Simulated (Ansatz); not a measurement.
# F− with BCl3: superposition error and deformation, part 2 of 2

Ansatz 0.2.0, Gaussian basis. Earlier steps stand in the parts before.

### Step 11. B3LYP-D4/def2-TZVPPD

free-b/in.yaml

```yaml
crystal:
  periodic: [false, false, false]
  atoms:
    - {symbol: Cl, position_ang: [-1.129344, 1.257266, 0.544962]}
    - {symbol: B, position_ang: [0.034939, -0.019369, 0.366524]}
    - {symbol: Cl, position_ang: [-0.490125, -1.674693, 0.329112]}
    - {symbol: Cl, position_ang: [1.724288, 0.359323, 0.225506]}
basis:
  gaussian: {orbitals: "def2-TZVPPD.json"}
hamiltonian: {xc: {name: B3LYP}, dispersion: d4}
```

Launch:

```sh
ansatz run in.yaml --threads 4 --pin off --events-out ev --progress --plain --max-ram 9574MiB
```

The log of the run:

```text
Functional definition: B3LYP
  name "B3LYP"
  cite "Stephens, Devlin, Chabalowski & Frisch, J. Phys. Chem. 98, 11623 (1994) doi:10.1021/j100096a001"
  cite "Becke, Phys. Rev. A 38, 3098 (1988) doi:10.1103/PhysRevA.38.3098"
  cite "Lee, Yang & Parr, Phys. Rev. B 37, 785 (1988) doi:10.1103/PhysRevB.37.785"
  cite "Vosko, Wilk & Nusair, Can. J. Phys. 58, 1200 (1980) doi:10.1139/p80-159"
  parameter a0 = 0.2
  parameter ax = 0.72
  parameter ac = 0.81
  exchange = (1 - a0 - ax)*slater_x + ax*b88_x + a0*exact_x
  correlation = (1 - ac)*vwn_rpa_c + ac*lyp_c
1167 factors; their error is unknown
mean field evaluation 1: about -38249.4002 eV, gradient 1.7e1 eV
mean field evaluation 2: about -38249.3580 eV, gradient 1.9e1 eV
mean field evaluation 4: about -38250.0753 eV, gradient 7.8e-1 eV
mean field evaluation 8: about -38250.1592 eV, gradient 1.5e-3 eV
mean field -38250.15920962 eV, -1405.6674240644 hartree, gradient 1.2e-5 eV, S^2 0.000000; 0 other end points of the search recorded, 0 dependent functions left out
reference -38250.15948999 eV, -1405.6674343679 hartree; 28, 28 occupied and 162, 162 virtual orbitals, 1167 factors
Total energy: -38250.38592878 eV, -1405.6757558400 hartree
```

Run time: 1.9 s. Hardware: 4 threads of Intel Xeon Platinum 8259CL at 2.50GHz, shared host.

### Step 12. wB97X-V/def2-TZVPPD

Changes to free-b/in.yaml since step 11:

```diff
@@ -9,2 +9,2 @@
   gaussian: {orbitals: "def2-TZVPPD.json"}
-hamiltonian: {xc: {name: B3LYP}, dispersion: d4}
+hamiltonian: {xc: {name: wB97X-V}}
```

Launch:

```sh
ansatz run in.yaml --threads 4 --pin off --events-out ev --progress --plain --max-ram 9574MiB
```

The log of the run, shortened:

```text
[... 5 set-up lines as earlier in the session ...]
[...]
      + integral(e_c_pw_opposite_spin*poly(b97_u_opposite, cos0, cos1)) + vv10(b, c)
1146 factors; their error is unknown
229 factors; integrals over basis functions are off by at most 9.5e-5 eV
[...]
mean field -38243.22557622 eV, -1405.4126177369 hartree, gradient 3.7e-5 eV, S^2 0.000000; 0 other end points of the search recorded, 0 dependent functions left out
reference -38243.22557303 eV, -1405.4126176195 hartree; 28, 28 occupied and 162, 162 virtual orbitals, 1146 factors
Total energy: -38243.22557303 eV, -1405.4126176195 hartree
```

Wall time 4.1 s (4 threads of Intel Xeon Platinum 8259CL at 2.50GHz, shared host).

### Step 13. wB97M-V/def2-TZVPPD

Changes to free-b/in.yaml since step 12:

```diff
@@ -9,2 +9,2 @@
   gaussian: {orbitals: "def2-TZVPPD.json"}
-hamiltonian: {xc: {name: wB97X-V}}
+hamiltonian: {xc: {name: wB97M-V}}
```

Launch:

```sh
ansatz run in.yaml --threads 4 --pin off --events-out ev --progress --plain --max-ram 9574MiB
```

The log of the run, shortened:

```text
[... 5 set-up lines as earlier in the session ...]
  # Of w^i u^j: cxij and so on, Table III.
[...]
  gx(w, u) = 1 - cx + cx01*u + cx10*w
  gss(w, u) = css00 + css04*u^4 + css10*w + css20*w^2 + css43*w^4*u^3
  gos(w, u) = cos00 + cos10*w + (cos20 + cos21*u)*w^2 + (cos60 + cos61*u)*w^6
[...]
      + integral(e_c_pw_mod_opposite_spin*gos(b97_w_opposite, b97_u_opposite)) + vv10(b, c)
1146 factors; their error is unknown
229 factors; integrals over basis functions are off by at most 9.5e-5 eV
[...]
mean field -38247.00965277 eV, -1405.5516799849 hartree, gradient 1.0e-5 eV, S^2 0.000000; 0 other end points of the search recorded, 0 dependent functions left out
reference -38247.00973547 eV, -1405.5516830240 hartree; 28, 28 occupied and 162, 162 virtual orbitals, 1146 factors
Total energy: -38247.00973547 eV, -1405.5516830240 hartree
```

It took 4.3 s on 4 threads of Intel Xeon Platinum 8259CL at 2.50GHz, shared host.

### Step 14. B2PLYP/def2-TZVPPD

Changes to free-b/in.yaml since step 13:

```diff
@@ -9,2 +9,2 @@
   gaussian: {orbitals: "def2-TZVPPD.json"}
-hamiltonian: {xc: {name: wB97M-V}}
+hamiltonian: {xc: {name: B2PLYP}}
```

Launch:

```sh
ansatz run in.yaml --threads 4 --pin off --events-out ev --progress --plain --max-ram 9574MiB
```

The log of the run, shortened:

```text
[... 5 set-up lines as earlier in the session ...]
[...]
1135 factors; integrals over basis functions are off by at most 8.0e-4 eV
[...]
mean field -38231.81224357 eV, -1404.9931854980 hartree, gradient 7.0e-6 eV, S^2 0.000000; 0 other end points of the search recorded, 0 dependent functions left out
16 core orbitals not correlated: weight in the atoms' cores, before any rotation towards them, 1.000 or more for the frozen orbitals, at most 0.000 for the correlated occupied ones
reference -38231.81242035 eV, -1404.9931919947 hartree; 12, 12 occupied and 162, 162 virtual orbitals, 1135 factors
second order -22.12890311 eV of doubles, -0.00000000 eV of singles
Total energy: -38237.78722419 eV, -1405.2127619860 hartree
```

It took 3.3 s on 4 threads of Intel Xeon Platinum 8259CL at 2.50GHz, shared host.

### Step 15. BLYP-D4/def2-TZVPPD

Changes to free-b/in.yaml since step 14:

```diff
@@ -9,2 +9,2 @@
   gaussian: {orbitals: "def2-TZVPPD.json"}
-hamiltonian: {xc: {name: B2PLYP}}
+hamiltonian: {xc: {name: BLYP}, dispersion: d4}
```

Launch:

```sh
ansatz run in.yaml --threads 4 --pin off --events-out ev --progress --plain --max-ram 9574MiB
```

The log of the run, shortened:

```text
Functional definition: BLYP
  name "BLYP"
[... 2 set-up lines as earlier in the session ...]
  parameter beta = 0.0042
  parameter a = 0.04918
  parameter b = 0.132
  parameter c = 0.2533
  parameter d = 0.349
  exchange = b88_x(beta = beta)
  correlation = lyp_c(a = a, b = b, c = c, d = d)
1137 factors; their error is unknown
mean field evaluation 1: about -38246.7893 eV, gradient 2.6e1 eV
mean field evaluation 2: about -38243.8137 eV, gradient 4.4e1 eV
mean field evaluation 4: about -38248.4209 eV, gradient 9.5e-1 eV
mean field evaluation 8: about -38248.4068 eV, gradient 8.4e-2 eV
mean field -38248.40685258 eV, -1405.6030261310 hartree, gradient 5.0e-5 eV, S^2 0.000000; 0 other end points of the search recorded, 0 dependent functions left out
reference -38248.40721313 eV, -1405.6030393809 hartree; 28, 28 occupied and 162, 162 virtual orbitals, 1137 factors
Total energy: -38248.71039513 eV, -1405.6141811139 hartree
```

Run time: 1.4 s. Hardware: 4 threads of Intel Xeon Platinum 8259CL at 2.50GHz, shared host.

### Step 16. revPBE-D4/def2-TZVPPD

Changes to free-b/in.yaml since step 15:

```diff
@@ -9,2 +9,2 @@
   gaussian: {orbitals: "def2-TZVPPD.json"}
-hamiltonian: {xc: {name: BLYP}, dispersion: d4}
+hamiltonian: {xc: {name: revPBE}, dispersion: d4}
```

Launch:

```sh
ansatz run in.yaml --threads 4 --pin off --events-out ev --progress --plain --max-ram 9574MiB
```

The log of the run, shortened:

```text
Functional definition: revPBE
  name "revPBE"
  cite "Zhang & Yang, Phys. Rev. Lett. 80, 890 (1998) doi:10.1103/PhysRevLett.80.890"
[... 1 set-up line as earlier in the session ...]
  parameter kappa = 1.245
[... 3 set-up lines as earlier in the session ...]
1137 factors; their error is unknown
mean field evaluation 1: about -38240.3676 eV, gradient 2.5e1 eV
mean field evaluation 2: about -38237.3581 eV, gradient 4.3e1 eV
mean field evaluation 4: about -38241.9041 eV, gradient 8.9e-1 eV
mean field evaluation 8: about -38241.8905 eV, gradient 8.2e-2 eV
mean field -38241.89050938 eV, -1405.3635549354 hartree, gradient 5.0e-5 eV, S^2 0.000000; 0 other end points of the search recorded, 0 dependent functions left out
reference -38241.89058984 eV, -1405.3635578921 hartree; 28, 28 occupied and 162, 162 virtual orbitals, 1137 factors
Total energy: -38242.26820612 eV, -1405.3774350344 hartree
```

Run time: 1.2 s. Hardware: 4 threads of Intel Xeon Platinum 8259CL at 2.50GHz, shared host.

### Step 17. B97M-V/def2-TZVPPD

Changes to free-b/in.yaml since step 16:

```diff
@@ -9,2 +9,2 @@
   gaussian: {orbitals: "def2-TZVPPD.json"}
-hamiltonian: {xc: {name: revPBE}, dispersion: d4}
+hamiltonian: {xc: {name: B97M-V}}
```

Launch:

```sh
ansatz run in.yaml --threads 4 --pin off --events-out ev --progress --plain --max-ram 9574MiB
```

The log of the run, shortened:

```text
[... 5 set-up lines as earlier in the session ...]
  # Of w^i u^j: cxij and so on, Table III.
[...]
  gx(w, u) = cx00 + cx01*u + cx02*u^2 + (cx10 + cx11*u)*w
  gss(w, u) = css00 + css02*u^2 + css10*w + (css32*w^3 + css42*w^4)*u^2
  gos(w, u) = cos00 + cos01*u + cos03*u^3 + cos10*w + cos32*w^3*u^2
[...]
      + integral(e_c_pw_mod_opposite_spin*gos(b97_w_opposite, b97_u_opposite)) + vv10(b, c)
1137 factors; their error is unknown
[...]
mean field -38239.63246095 eV, -1405.2805731862 hartree, gradient 2.5e-5 eV, S^2 0.000000; 0 other end points of the search recorded, 0 dependent functions left out
reference -38239.63255380 eV, -1405.2805765981 hartree; 28, 28 occupied and 162, 162 virtual orbitals, 1137 factors
Total energy: -38239.63255380 eV, -1405.2805765981 hartree
```

Run time: 3.6 s. Hardware: 4 threads of Intel Xeon Platinum 8259CL at 2.50GHz, shared host.

### Step 18. HSE06-D4/def2-TZVPPD

Changes to free-b/in.yaml since step 17:

```diff
@@ -9,2 +9,2 @@
   gaussian: {orbitals: "def2-TZVPPD.json"}
-hamiltonian: {xc: {name: B97M-V}}
+hamiltonian: {xc: hse06, dispersion: d4}
```

Launch:

```sh
ansatz run in.yaml --threads 4 --pin off --events-out ev --progress --plain --max-ram 9574MiB
```

The log of the run, shortened:

```text
Functional definition: HSE06
  name "HSE06"
  cite "Heyd, Scuseria & Ernzerhof, J. Chem. Phys. 118, 8207 (2003) doi:10.1063/1.1564060"
  cite "Krukau, Vydrov, Izmaylov & Scuseria, J. Chem. Phys. 125, 224106 (2006) doi:10.1063/1.2404663"
  cite "Heyd & Scuseria, J. Chem. Phys. 120, 7274 (2004) doi:10.1063/1.1668634"
  cite "Ernzerhof & Perdew, J. Chem. Phys. 109, 3313 (1998) doi:10.1063/1.476928"
[... 2 set-up lines as earlier in the session ...]
[...]
  # The whole range is PBE's own exchange, as in plane waves. The composition of these papers is wPBEh.
[...]
1167 factors; their error is unknown
82 factors; integrals over basis functions are off by at most 2.7e-5 eV
[...]
mean field -38235.06093026 eV, -1405.1125725318 hartree, gradient 1.8e-5 eV, S^2 0.000000; 0 other end points of the search recorded, 0 dependent functions left out
reference -38235.06099719 eV, -1405.1125749917 hartree; 28, 28 occupied and 162, 162 virtual orbitals, 1167 factors
Total energy: -38235.16871955 eV, -1405.1165337152 hartree
```

Run time: 2 s. Hardware: 4 threads of Intel Xeon Platinum 8259CL at 2.50GHz, shared host.

### Step 19. CCSD(T)/def2-TZVPPD

Changes to free-b/in.yaml since step 18:

```diff
@@ -9,2 +9,2 @@
   gaussian: {orbitals: "def2-TZVPPD.json"}
-hamiltonian: {xc: hse06, dispersion: d4}
+correlation: {method: ccsd_t}
```

Launch:

```sh
ansatz run in.yaml --threads 4 --pin off --events-out ev --progress --plain --max-ram 9574MiB
```

The log of the run, shortened:

```text
[... 4 set-up lines as earlier in the session ...]
[...]
1135 factors; integrals over basis functions are off by at most 8.0e-4 eV
[...]
mean field -38187.18895962 eV, -1403.3533100596 hartree, gradient 2.6e-6 eV, S^2 0.000000; 0 other end points of the search recorded, 0 dependent functions left out
16 core orbitals not correlated: weight in the atoms' cores, before any rotation towards them, 1.000 or more for the frozen orbitals, at most 0.000 for the correlated occupied ones
reference -38187.18895962 eV, -1403.3533100596 hartree; 12, 12 occupied and 162, 162 virtual orbitals, 1135 factors
second order -18.09823391 eV of doubles, -0.00000000 eV of singles
cycle   1  -18.83222289 eV  change   -7.3e-1 eV  update   8.8e-2
[...]
cycle   9  -19.29764421 eV  change   -5.7e-6 eV  update   6.1e-6
perturbative correction -0.91108833 eV, -0.0334818787 hartree
Total energy: -38207.39769216 eV, -1404.0959672827 hartree
```

Run time: 6.5 s. Hardware: 4 threads of Intel Xeon Platinum 8259CL at 2.50GHz, shared host; peak memory 1.1 GiB.

### Step 20. The split

| method | interaction with counterpoise (meV) | without | superposition error | deformation | binding energy |
| --- | --- | --- | --- | --- | --- |
| PBE-D4 | -5512 | -5534 | 22 | 1649 | -3864 |
| revPBE-D4 | -5384 | -5409 | 24 | 1607 | -3777 |
| BLYP-D4 | -5270 | -5292 | 22 | 1568 | -3701 |
| r2SCAN-D4 | -5928 | -5941 | 13 | 1784 | -4144 |
| B97M-V | -5928 | -5938 | 10 | 1858 | -4071 |
| PBE0-D4 | -5973 | -5986 | 12 | 1842 | -4132 |
| B3LYP-D4 | -5706 | -5719 | 13 | 1752 | -3955 |
| HSE06-D4 | -5972 | -5984 | 12 | 1837 | -4134 |
| wB97X-V | -5985 | -5996 | 11 | 1864 | -4122 |
| wB97M-V | -5943 | -5952 | 10 | 1815 | -4128 |
| B2PLYP | -5708 | -5758 | 50 | 1806 | -3902 |
| Hartree-Fock | -6272 | -6281 | 8 | 2012 | -4260 |
| MP2 | -5807 | -5950 | 143 | 1894 | -3913 |
| CCSD | -5888 | -6019 | 131 | 1870 | -4018 |
| CCSD(T) | -5769 | -5916 | 146 | 1806 | -3963 |

### Step 21. Outcome

This closing draws on all 2 parts.

```
            quantity      value
interaction, CCSD(T)  -5769 meV
 superposition error    146 meV
         deformation   1806 meV
      binding energy  -3963 meV
```

In this basis the superposition error is 146 meV for CCSD(T) and 15 meV on average for the plain functionals: correlated methods borrow far more, since they need many more functions to converge. Deformation takes back 31 % of the interaction.
